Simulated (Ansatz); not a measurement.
# Ga2SnO3: the cost of one run

Program: Ansatz 0.2.0. Level of theory: DFT PBE, scalar-relativistic, plane waves, PAW. These are calculated values, not measurements.

2 further runs of the same task are left out: 1 that didn't finish, 1 set aside as unsound or not needed.

## (1) Starting point

Symmetry: P4mm, No. 99, tetragonal system. The conventional cell has a = 3.175 Å, b = 3.175 Å, c = 11.084 Å, α = 90.00°, β = 90.00°, γ = 90.00°. Ga (site symmetry 4mm) is surrounded by 4 Sn at 2.65 Å and 4 O at 2.94 Å. Ga (site symmetry 4mm) is surrounded by 8 O at 2.86 to 2.87 Å and 4 Ga at 3.18 Å. Sn (site symmetry 4mm) is surrounded by 4 Ga at 2.65 Å and 5 O at 2.99 to 3.32 Å and 4 Sn at 3.18 Å. O (site symmetry 4mm) is surrounded by 4 Ga at 2.86 Å. O (site symmetry 4mm) is surrounded by 4 Ga at 2.87 Å and 4 Sn at 2.99 Å. O (site symmetry 4mm) is surrounded by 4 Ga at 2.94 Å and 1 Sn at 3.32 Å.

Coordinates:

```
CELL_PARAMETERS angstrom
3.17511 0.00000 0.00000
0.00000 3.17511 0.00000
0.00000 0.00000 11.08388
ATOMIC_POSITIONS crystal
Ga 0.00000 0.00000 0.02411
Ga 0.50000 0.50000 0.49128
Sn 0.50000 0.50000 0.15158
O 0.00000 0.00000 0.65145
O 0.00000 0.00000 0.32937
O 0.50000 0.50000 0.85221
```

A structure generator made this guess: species swapped into a database cell of Zr3TiCu2 (P4mm, No. 99), with O on the Zr sites, Sn on the Ti sites and Ga on the Cu sites. Lengths come from tabulated atomic sizes and are only a guess.

## (2) The guess as it stands, on a coarse mesh

The input, input.yaml:

```yaml
crystal:
  lattice:
    - [3.17510696, 0.0, 0.0]
    - [0.0, 3.17510696, 0.0]
    - [0.0, 0.0, 11.08387966]
  atoms:
    - { symbol: Ga, position: [0.0, 0.0, 0.02410903] }
    - { symbol: Ga, position: [0.5, 0.5, 0.49127698] }
    - { symbol: Sn, position: [0.5, 0.5, 0.15158348] }
    - { symbol: O, position: [0.0, 0.0, 0.65145093] }
    - { symbol: O, position: [0.0, 0.0, 0.32936677] }
    - { symbol: O, position: [0.5, 0.5, 0.85221177] }
basis:
  ecutwfc: 420
kpoints:
  mp_grid: { grid: [6, 6, 2] }
hamiltonian:
  xc: pbe
scf:
  occupations: { method: gaussian, width: 0.1 }
  lower_state_search: "off"
output:
  forces: true
  stress: true
  eigenvalues: true
```

Command:

```
> ansatz run input.yaml --threads 1 --pin off --max-ram 2560MiB --backend cpu --events-out ev --progress --plain --runs-dir out
```

**Question.** How long does this run take on 1 thread of Arm Neoverse V1, shared host, and how much memory does it need?

About 8.2 s, with a peak of 0.35 GiB.
